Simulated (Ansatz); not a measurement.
**HfMg3 (Pm-3m): convergence test of the plane-wave cutoff, by script**

How high a cutoff does HfMg3 (Pm-3m) need? A script is to give a convergence test of the plane-wave cutoff; the system is HfMg3 (Pm-3m).

Computed with Ansatz 0.2.0, driven from Python. Level of theory: DFT LDA, plane waves, PAW.

## (1) The structure

It takes space group Pm-3m (No. 221, cubic). Conventional cell: a = 4.433 Å, b = 4.433 Å, c = 4.433 Å, α = 90.00°, β = 90.00°, γ = 90.00°. Mg (site symmetry 4/mmm) has 8 Mg at 3.13 Å and 4 Hf at 3.13 Å as nearest neighbours. Around Hf (site symmetry m-3m) lie 12 Mg at 3.13 Å.

No structure file is read: the coordinates are typed or built in the script.

## (2) The script

File ecut.py:

```python
# -*- coding: utf-8 -*-
import ansatz as az
import matplotlib.pyplot as plt

cell = (
    az.Lattice.cubic(4.433376)
    .space_group(221)
    .atom("Mg", [0.5, 0.5, 0.0])
    .atom("Hf", [0.0, 0.0, 0.0])
)

base = (
    cell.calculation()
    .functional(az.Functional.LDA)
    .kpoints(mesh=(4, 4, 4))
    .occupations("gaussian", width=200 * az.meV)
    .forces()
    .stress()
)

rows = []
for value in [250, 300, 350, 400, 450, 500]:
    summary = base.basis(value).run().report
    rows.append((value, summary["free_energy_ev"] / len(summary["lattice"]["sites"]), summary["n_iterations"], sum(summary["stress_gpa"][i][i] for i in range(3)) / 3, max(abs(f) for row in summary["forces_ev_ang"] for f in row), summary["n_pw"]))

print(" cutoff (eV)   F/atom (eV)    iterations       P (GPa)  max force (eV/A)   plane waves")
for row in rows:
    print(f"{str(row[0]):>12s}  {row[1]:12.5f}  {row[2]:12d}  {row[3]:12.3f}  {row[4]:16.4f}  {row[5]:12d}")

for row in rows[:-1]:
    shift = 1000 * (row[1] - rows[-1][1])
    print(f"{row[0]}: {shift:+.2f} meV/atom" + ("  (within 1 meV)" if abs(shift) < 1 else ""))
plt.figure(figsize=(4.5, 3))
plt.plot([str(row[0]) for row in rows], [1000 * (row[1] - rows[-1][1]) for row in rows], "o-")
plt.xlabel("cutoff (eV)")
plt.ylabel("F - F(last) (meV/atom)")
plt.tight_layout()
plt.savefig("ecut.png", dpi=100)
```

## (3) What the engine is handed

The engine receives this input (first run):

```yaml
crystal:
  lattice:
    bravais: cubic
    a: 4.433376
  space_group: 221
  atoms:
    - { symbol: Mg, position: [0.5, 0.5, 0.0] }
    - { symbol: Hf, position: [0.0, 0.0, 0.0] }
basis:
  ecutwfc: 250.0
kpoints:
  mp_grid:
    grid: [4, 4, 4]
hamiltonian:
  xc: lda
scf:
  occupations:
    method: gaussian
    width: 0.2
output:
  forces: true
  stress: true
```

## (4) Running it

Started as:

```
> python ecut.py
```

**Question.** From which cutoff on is the energy per atom within 1 meV of the last row, and how does it get there?

As calculated:

| quantity | value |
| --- | --- |
| runs compared | 6 |
| last run but one, from the last | +0.12 meV/atom |
| within 5 meV/atom of the last run from | 350 |

Runs 1, 2, 3: each has a cutoff under the recommended one, so what rests on them isn't a property of the system. From 400 eV on it stays within 1 meV an atom of the value at 500 eV; the first row (250 eV) is off by 400.6 meV and the last but one by 0.12 meV. The energy falls steadily, as expected when plane waves are added. The pressure moves from -3.06 to -3.38 GPa (the program's stress holds a Pulay correction, so it settles early). Spin is left out of this run. For a metal this k-point mesh is coarse: on a finer one energies can move by several to tens of meV an atom and pressures by half a GPa or more, differences at one mesh by less. The free energy holds a sizeable smearing term, which stands for no physical temperature. Forces vanish by symmetry here and test nothing. Pressure is positive in compression. Spin-orbit coupling, which matters for elements this heavy, is left out. The structure comes from a database of computed cells and needn't be a stable or known phase. Shifts are counted from the last row, which is itself no proven limit.
